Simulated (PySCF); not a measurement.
# C3H10NO4S: the cost of one run

Computed with tblite 0.8.0 and PySCF 2.14.0; each step states its level. No surroundings beyond the atoms listed, unless a continuum is named. Atoms count from 0, parts from 1.

9 further runs of the same task are left out: 9 set aside as unsound or not needed.

## 1. The system as given

19 atoms, charge -1, multiplicity 1; geometry: GFN2-xTB. Parts: 1 = atoms 0–13, `C[NH+](C)C`, charge 1; 2 = atoms 14–18, `O=S(=O)([O-])[O-]`, charge -2. In the given geometry H7 has moved to O16 of another part (0.96 Å), so values for the parts refer to these atom groups.

## 2. Shielding tensors: PBE0/pcSseg-1

What the job is given:

```
{"job": {"kind": "nmr", "xc": "PBE0", "basis": "pcSseg-1", "pop": false, "iso": false}, "charge": -1, "multiplicity": 1, "parts": [{"atoms": "0-13", "charge": 1, "multiplicity": 1}, {"atoms": "14-18", "charge": -2, "multiplicity": 1}]}
C      1.370100     0.047330     0.481050
N      0.218380    -0.106830    -0.376440
C     -0.592460    -1.245560     0.012810
C     -0.579600     1.102670    -0.429290
H      1.976900    -0.857460     0.435070
H      1.099590     0.231340     1.537370
H      1.971140     0.887220     0.130300
H     -0.057840    -0.561150    -2.358340
H     -0.995290    -1.136410     1.034720
H      0.014650    -2.149640    -0.028510
H     -1.415120    -1.356460    -0.692490
H     -1.434440     0.915510    -1.081520
H      0.021910     1.911530    -0.846170
H     -0.941150     1.408710     0.567740
O     -2.521350    -0.253410    -2.344160
S     -1.817400    -1.211600    -3.196940
O     -0.281670    -0.633230    -3.288710
O     -2.282120    -1.236490    -4.566200
O     -1.693640    -2.523700    -2.576310
```

Method: GIAO PBE0/pcSseg-1 NMR shielding, non-relativistic, gas phase.

Run with:

```
$ OMP_NUM_THREADS=1 python cluster_run.py task.json out
```

The driver reads the jobs from task.json and runs them one after another.

Q: Estimate the wall time and peak memory of this first job on 1 thread of Intel Xeon Platinum 8488C, shared host.

About 41 s, with a peak of 0.95 GiB.
